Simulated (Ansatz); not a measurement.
**C₆H₁₄GeO₂Si: up Jacob's ladder to CCSD(T)**

An exercise on one series of results from a longer session: the logs are not shown, and one member is left open.

Computed with Ansatz 0.2.0, Gaussian basis. Level: functionals in def2-TZVPP, the program's frozen cores in correlated methods.

Levels to be run: LDA (SPW92), PBE-D4, revPBE-D4, BLYP-D4, r2SCAN-D4, B97M-V, PBE0-D4, B3LYP-D4, r2SCANh-D4, r2SCAN0-D4, HSE06-D4, BHLYP-D4, CAM-B3LYP-D4, LC-ωPBE, ωB97X-V, ωB97M-V, B2PLYP, PBE-QIDH; CCSD(T)/def2-SVP; CCSD(T)/def2-TZVPP; MP2/def2-QZVPP; extrapolation to the limit; RPA on PBE.

### The geometry

All runs share one geometry, relaxed beforehand with PBE0-D4 in a triple-zeta def2 set.

SMILES `C[O][GeH2][C]#C[Si](C)(C)OC`, 24 atoms, charge 0, spin multiplicity 1.

Atoms are counted from 1 here; the program's logs count them from 0.

Bond lengths: C1–O2 1.408 Å, C1–H11 1.098 Å, C1–H12 1.097 Å, C1–H13 1.092 Å, O2–Ge3 1.775 Å, Ge3–C4 1.903 Å, Ge3–H14 1.528 Å, Ge3–H15 1.538 Å, C4–C5 1.215 Å, C5–Si6 1.844 Å, Si6–C7 1.853 Å, Si6–C8 1.861 Å, Si6–O9 1.644 Å, C7–H16 1.093 Å, C7–H17 1.093 Å, C7–H18 1.092 Å, C8–H19 1.093 Å, C8–H20 1.093 Å and more. Angles: O2–C1–H11 112.1°, O2–C1–H12 111.9°, O2–C1–H13 107.9°, H11–C1–H12 108.3°, H11–C1–H13 108.2°, H12–C1–H13 108.3°, C1–O2–Ge3 118.2°, O2–Ge3–C4 108.4°, O2–Ge3–H14 105.3°, O2–Ge3–H15 109.5°, C4–Ge3–H14 111.3°, C4–Ge3–H15 108.7°, H14–Ge3–H15 113.5°, Ge3–C4–C5 178.5°, C4–C5–Si6 178.6°, C5–Si6–C7 110.0°, C5–Si6–C8 107.5°, C5–Si6–O9 108.0° and more.

The first run:

Contents of in.yaml:

```yaml
crystal:
  periodic: [false, false, false]
  atoms:
    - {symbol: C, position_ang: [-2.555409, -2.573984, -1.372302]}
    - {symbol: O, position_ang: [-1.876410, -2.313639, -2.577536]}
    - {symbol: Ge, position_ang: [-0.103907, -2.229190, -2.539483]}
    - {symbol: C, position_ang: [0.405761, -0.907950, -1.268999]}
    - {symbol: C, position_ang: [0.706381, -0.072527, -0.439826]}
    - {symbol: Si, position_ang: [1.118176, 1.203680, 0.825280]}
    - {symbol: C, position_ang: [2.910011, 1.087295, 1.281777]}
    - {symbol: C, position_ang: [0.657360, 2.861659, 0.116164]}
    - {symbol: O, position_ang: [0.261496, 0.864427, 2.186516]}
    - {symbol: C, position_ang: [-1.134032, 0.691675, 2.217114]}
    - {symbol: H, position_ang: [-2.279818, -3.547121, -0.944151]}
    - {symbol: H, position_ang: [-2.363933, -1.800058, -0.618212]}
    - {symbol: H, position_ang: [-3.626444, -2.587504, -1.586602]}
    - {symbol: H, position_ang: [0.312286, -1.829166, -3.954519]}
    - {symbol: H, position_ang: [0.465648, -3.586670, -2.093114]}
    - {symbol: H, position_ang: [3.544521, 1.271229, 0.411559]}
    - {symbol: H, position_ang: [3.156921, 1.825270, 2.049076]}
    - {symbol: H, position_ang: [3.142740, 0.094842, 1.672638]}
    - {symbol: H, position_ang: [1.227519, 3.059515, -0.795162]}
    - {symbol: H, position_ang: [-0.403220, 2.902280, -0.143052]}
    - {symbol: H, position_ang: [0.867472, 3.660908, 0.831725]}
    - {symbol: H, position_ang: [-1.456200, -0.086956, 1.516219]}
    - {symbol: H, position_ang: [-1.661745, 1.620645, 1.971792]}
    - {symbol: H, position_ang: [-1.420173, 0.390743, 3.226500]}
basis:
  gaussian: {orbitals: def2-TZVPP}
hamiltonian: {xc: lda}
output: {orbitals: {seedname: orbitals}}
```

Steps of the session up to this table: LDA; PBE-D4 (GGA); revPBE-D4 (GGA); BLYP-D4 (GGA); r2SCAN-D4 (meta-GGA); B97M-V (meta-GGA); PBE0-D4 (hybrid); B3LYP-D4 (hybrid); r2SCANh-D4 (hybrid); r2SCAN0-D4 (hybrid); HSE06-D4 (hybrid); BHLYP-D4 (hybrid); CAM-B3LYP-D4 (range-separated); LC-ωPBE (range-separated); ωB97X-V (range-separated); ωB97M-V (range-separated); B2PLYP (double hybrid); PBE-QIDH (double hybrid).

One of the session's tables, all rows but one given; the rest of the session is left out.

It belongs to the step «Orbital energies across the functionals». 

| functional | HOMO (eV) | gap (eV) |
| --- | --- | --- |
| LDA (SPW92) | -6.43 | 4.60 |
| PBE-D4 | -6.31 | 4.75 |
| revPBE-D4 | -6.25 | 4.82 |
| BLYP-D4 | -6.22 | 4.83 |
| r2SCAN-D4 | -6.64 | 5.26 |
| B97M-V | -6.80 | 5.43 |
| PBE0-D4 | ? | ? |
| B3LYP-D4 | -7.64 | 6.79 |
| r2SCANh-D4 | -7.24 | 6.18 |
| r2SCAN0-D4 | -8.06 | 7.48 |
| HSE06-D4 | -7.47 | 6.42 |
| BHLYP-D4 | -8.97 | 9.30 |
| CAM-B3LYP-D4 | -9.22 | 9.64 |
| LC-ωPBE | -10.59 | 12.14 |
| ωB97X-V | -10.23 | 11.66 |
| ωB97M-V | -10.11 | 11.38 |

Estimate the missing values for PBE0-D4.

As computed: HOMO (eV): -7.87; gap (eV): 7.20. In the column «HOMO (eV)» it lies between r2SCAN0-D4 (-8.06) and B3LYP-D4 (-7.64).
